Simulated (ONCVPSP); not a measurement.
# An ONCV potential for Sn, from input to tests

Do these settings give a usable potential? It is generated, then checked for transferability, scattering, ghosts and hardness.

Method: ONCVPSP 4.0.1, LDA (Perdew-Wang 92), scalar-relativistic.

## (1) Settings

Typed settings, in words:

- element: tin (Sn, Z = 50)
- type: optimised norm-conserving Vanderbilt (ONCV)
- frozen core: [Ar] 3d10
- valence charge: 22
- reference configuration: 4s2 4p6 4d10 5s2 5p2
- partial waves: 4s+5s: rc 1.45 bohr, ncon 4, nbas 8, qcut 6.5 1/bohr, 2 projectors; 4p+5p: rc 1.30 bohr, ncon 4, nbas 8, qcut 9.2 1/bohr, 3 projectors, debl 3.3 Ha; 4d: rc 1.15 bohr, ncon 4, nbas 8, qcut 7.1 1/bohr, local
- local potential: the d channel
- core correction: Teter function, fcfact 4.75, rcfact 1.65

## (2) Generating the potential

Sn.dat

```
# ATOM AND REFERENCE CONFIGURATION
# atsym  z   nc   nv     iexc    psfile
  Sn 50.00    6    5  -001012      upf
#
#   n    l    f
    1    0    2.00
    2    0    2.00
    2    1    6.00
    3    0    2.00
    3    1    6.00
    3    2   10.00
    4    0    2.00
    4    1    6.00
    4    2   10.00
    5    0    2.00
    5    1    2.00
#
# PSEUDOPOTENTIAL AND OPTIMIZATION
# lmax
    2
#
#   l,   rc,      ep,       ncon, nbas, qcut
    0    1.45    0.00    4    8    6.50
    1    1.30    0.00    4    8    9.20
    2    1.15    0.00    4    8    7.10
#
# LOCAL POTENTIAL
# lloc, lpopt,  rc(5),   dvloc0
    2    5    1.15    0.00
#
# VANDERBILT-KLEINMAN-BYLANDER PROJECTORs
# l, nproj, debl
    0    2    1.70
    1    3    3.30
    2    0    0.90
#
# MODEL CORE CHARGE
# icmod, fcfact, rcfact
    3    4.75    1.65
#
# LOG DERIVATIVE ANALYSIS
# epsh1, epsh2, depsh
   -6.00    5.00    0.04
#
# OUTPUT GRID
# rlmax, drl
    6.00    0.01
#
# TEST CONFIGURATIONS
# ncnf
    4
# nvcnf
#   n    l    f
    5
    4    0    2.00
    4    1    6.00
    4    2   10.00
    5    0    2.00
    5    1    1.00
#
    5
    4    0    2.00
    4    1    6.00
    4    2   10.00
    5    0    2.00
    5    1    0.00
#
    5
    4    0    2.00
    4    1    6.00
    4    2   10.00
    5    0    1.00
    5    1    0.00
#
    5
    4    0    2.00
    4    1    6.00
    4    2   10.00
    5    0    1.00
    5    1    3.00
#
```

On the command line:

```bash
$ oncvpsp.x < Sn.dat > Sn.out
```

**Question.** What will these runs give? Wanted: cutoffs for 1 and 0.1 mHa per electron, occupied waves; bound ghosts; GHOST(+) flags; largest test error; largest phase difference near zero energy, channels read; rms error of d²Exc/dn², without and with the model core.

The runs gave:

| quantity | value |
| --- | --- |
| cutoffs for 1 and 0.1 mHa per electron, occupied waves | 161 Ha and 187 Ha |
| bound ghosts | none found |
| GHOST(+) flags | none at low energy |
| largest test error (AE − PS) | -15 meV, for 4s2 4p6 4d10 5s1 5p0 |
| largest phase difference near zero energy, channels read | 0.004 rad |
| rms error of d²Exc/dn², without and with the model core | 4.17 and 2.44 mHa |

What this shows: The worst unpolarised test, 4s2 4p6 4d10 5s1 5p0, is off by 15 meV on 52.8 eV; by total energies transferability rates as good. It counts as very hard, with 161 Ha needed at the looser tolerance. At the looser tolerance the 4d wave is the slowest; 4p needs 22 Ha. The program's ghost test flags no bound state. Near zero energy the phases of the channels with partial waves agree within 0.004 rad. These are tests on the free atom; a crystal test is still owed.
